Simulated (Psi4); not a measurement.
# MP3/cc-pVDZ run of [GeF3]− (SMILES [F][Ge-]([F])[F])

What is the vertical singlet–triplet gap of [GeF3]− at MP3/cc-pVDZ? 

Program for the calculation: Psi4 1.11.

4 further runs of the same task are left out: 2 that didn't finish, 2 set aside as unsound or not needed.

### 1 The structure to begin with

The species is [GeF3]− (4 atoms), meant as a singlet with charge -1. SMILES: `[F][Ge-]([F])[F]`. The shape comes from GFN2-xTB, which is rough for such elements, and wasn't checked as a minimum.

Bond lengths: Ge1–F2 2.015 Å, Ge1–F3 2.020 Å, Ge1–F4 2.021 Å. Angles: F2–Ge1–F3 101.7°, F2–Ge1–F4 101.8°, F3–Ge1–F4 102.5°.

### 2 The energy at MP3/cc-pVDZ

f3ge.dat

```
memory 1600 MB

molecule {
  -1 1
  Ge    -0.007690     0.004630     0.667770
  F      1.806220    -0.034700    -0.209550
  F     -0.868040     1.590930    -0.240550
  F     -0.930480    -1.560860    -0.217670
  symmetry c1
  no_reorient
  no_com
}

set basis cc-pVDZ
set puream true
set e_convergence 1e-09
set d_convergence 1e-08
set scf_type pk
set num_frozen_docc 12
set mp_type conv

energy('mp3')
```

The run is started by

```
$ psi4 f3ge.dat f3ge.out -n 1
```

f3ge.out:

```text
[...]
  Running in c1 symmetry.
[...]
  Nuclear repulsion =  267.422101407045716
[...]
  Multiplicity = 1
[...]
  Nalpha       = 30
  Nbeta        = 30
[...]
    Number of basis functions: 69
[...]
   @RHF iter   1: -2373.42495616334782   -5.83396e+00   1.35718e-02 DIIS/ADIIS
[...]
   @RHF iter  12: -2373.77608608494484   -2.27374e-12   2.78037e-09 DIIS
[...]
    Orbital Energies [Eh]
    ---------------------
    Doubly Occupied:
       1A   -405.162137     2A    -52.057391     3A    -46.145665
       4A    -46.145664     5A    -46.145055     6A    -26.011663
       7A    -26.010535     8A    -26.010264     9A     -7.070334
      10A     -5.041397    11A     -5.041361    12A     -5.039039
      13A     -1.510552    14A     -1.510510    15A     -1.505524
      16A     -1.505430    17A     -1.503972    18A     -1.272382
      19A     -1.263354    20A     -1.262568    21A     -0.489396
      22A     -0.385191    23A     -0.385152    24A     -0.373673
      25A     -0.362029    26A     -0.361864    27A     -0.348399
      28A     -0.346671    29A     -0.346383    30A     -0.186201
[...]
  @RHF Final Energy: -2373.77608608494484
   => Energetics <=
    Nuclear Repulsion Energy =            267.4221014070457159
    One-Electron Energy =               -3860.7968670814952930
    Two-Electron Energy =                1219.5986795895046271
    Total Energy =                      -2373.7760860849448363
[...]
 Multipole Moments:
 ------------------------------------------------------------------------------------
     Multipole            Electronic (a.u.)      Nuclear  (a.u.)        Total (a.u.)
 ------------------------------------------------------------------------------------
 L = 1.  Multiply by 2.5417464519 to convert [e a0] to [Debye]
 Dipole X            :          0.3332824           -0.3340658           -0.0007834
 Dipole Y            :         -0.1952676            0.2012369            0.0059693
 Dipole Z            :        -28.3450337           29.0237555            0.6787218
 Magnitude           :                                                    0.6787485
[...]
	SCS-MP2 Total Energy (a.u.)        : -2374.42679993290676
	SOS-MP2 Total Energy (a.u.)        : -2374.41434874873630
[...]
	SOS-PI-MP2 Total Energy (a.u.)     : -2374.46344587672002
[...]
	MP2 Total Energy (a.u.)            : -2374.45170230124904
[...]
	SCS-MP3 Total Energy (a.u.)        : -2374.42490183451264
[...]
	MP3 Total Energy (a.u.)            : -2374.44410990767210
[...]
```

Run time: 16 s. Hardware: 1 thread of Intel Xeon at 2.80GHz (Skylake/Cascade Lake), shared host; peak memory 0.42 GiB.

### 3 The triplet at the same level

f3ge.xyz

```xyz
4
F3Ge
Ge    -0.007690     0.004630     0.667770
F      1.806220    -0.034700    -0.209550
F     -0.868040     1.590930    -0.240550
F     -0.930480    -1.560860    -0.217670
```

f3ge_ase.py

```python
import numpy as np
from ase.calculators.psi4 import Psi4
from ase.io import read

mol = read('f3ge.xyz')
calc = Psi4(atoms=mol, method='mp3', basis='cc-pVDZ', memory='1600MB', num_threads=1, charge=-1, multiplicity=3, label='f3ge', reference='uhf')
calc.psi4.set_options({'puream': True, 'e_convergence': 1e-09, 'd_convergence': 1e-08, 'scf_type': 'pk', 'num_frozen_docc': 12, 'maxiter': 200, 'mp_type': 'conv'})
mol.calc = calc

print(f'energy: {mol.get_potential_energy():.6f} eV')
```

The run is started by

```
$ python f3ge_ase.py
```

f3ge.dat:

```text
[...]
  Running in c1 symmetry.
[...]
  Nuclear repulsion =  267.422101407045716
[...]
  Multiplicity = 3
[...]
  Nalpha       = 31
  Nbeta        = 29
[...]
    Number of basis functions: 69
[...]
   @UHF iter   1: -2373.20045189326584   -5.60946e+00   1.34501e-02 ADIIS/DIIS
[...]
   @UHF iter  31: -2373.57826225350891    5.00222e-12   7.80212e-09 DIIS
[...]
   @S^2 Observed:                2.050617762E+00
[...]
    Orbital Energies [Eh]
    ---------------------
    Alpha Occupied:
       1A   -405.151206     2A    -52.048451     3A    -46.136781
       4A    -46.134933     5A    -46.134919     6A    -26.019636
       7A    -26.019075     8A    -26.018975     9A     -7.067528
      10A     -5.037936    11A     -5.034302    12A     -5.034262
      13A     -1.504086    14A     -1.503854    15A     -1.499076
      16A     -1.498688    17A     -1.498019    18A     -1.292668
      19A     -1.285016    20A     -1.283582    21A     -0.530225
      22A     -0.421002    23A     -0.418407    24A     -0.387887
      25A     -0.369588    26A     -0.369103    27A     -0.365931
      28A     -0.365701    29A     -0.353046    30A     -0.282421
      31A      0.020869
[...]
  @UHF Final Energy: -2373.57826225350891
   => Energetics <=
    Nuclear Repulsion Energy =            267.4221014070457159
    One-Electron Energy =               -3861.0167847316088228
    Two-Electron Energy =                1220.0164210710540829
    Total Energy =                      -2373.5782622535089104
  UHF NO Occupations:
  HONO-2 :   29  A 1.9886073
  HONO-1 :   30  A 1.0000000
[...]
 Multipole Moments:
 ------------------------------------------------------------------------------------
     Multipole            Electronic (a.u.)      Nuclear  (a.u.)        Total (a.u.)
 ------------------------------------------------------------------------------------
 L = 1.  Multiply by 2.5417464519 to convert [e a0] to [Debye]
 Dipole X            :         -0.0317772            0.0254685           -0.0063088
 Dipole Y            :          0.0302845           -0.0153291            0.0149554
 Dipole Z            :          4.0838021           -2.2108654            1.8729367
 Magnitude           :                                                    1.8730071
[...]
	SCS-MP2 Total Energy (a.u.)        : -2374.21263022133826
	SOS-MP2 Total Energy (a.u.)        : -2374.19790874744467
[...]
	SOS-PI-MP2 Total Energy (a.u.)     : -2374.24557386236256
[...]
	MP2 Total Energy (a.u.)            : -2374.24207316912634
[...]
	SCS-MP3 Total Energy (a.u.)        : -2374.21059243304217
[...]
	MP3 Total Energy (a.u.)            : -2374.23392201594152
[...]
```

On the terminal:

```text
energy: -64606.195764 eV
```

It took 18 s on 1 thread of Intel Xeon at 2.80GHz (Skylake/Cascade Lake), shared host; peak memory 0.46 GiB.

### 4 Summary of results

Level: MP3/cc-pVDZ, 12 core orbitals frozen.

```
                                                           quantity           value
                                              singlet: total energy  -2374.44411 Eh
                       singlet: HOMO energy (Hartree–Fock orbitals)        -5.07 eV
                       singlet: LUMO energy (Hartree–Fock orbitals)         8.59 eV
     singlet: HOMO–LUMO gap (to an unbound level, set by the basis)        13.65 eV
              singlet: correlation energy (12 core orbitals frozen)      -668.0 mEh
                                              triplet: total energy  -2374.23392 Eh
triplet: HOMO energy (Hartree–Fock orbitals) (highest over α and β)         0.57 eV
 triplet: LUMO energy (Hartree–Fock orbitals) (lowest over α and β)         3.79 eV
              triplet: correlation energy (12 core orbitals frozen)      -655.7 mEh
                         triplet: ⟨S²⟩ of the reference determinant           2.051
                   vertical energy of the triplet above the singlet        5.720 eV
```

In words: At this shape the triplet lies 5.72 eV (132 kcal/mol) above the singlet. For an anion a state so high probably lies above electron detachment. The HOMO (triplet) lies at positive energy, 0.57 eV: the electron is unbound at this level or held by a compact basis; values depend on the basis.
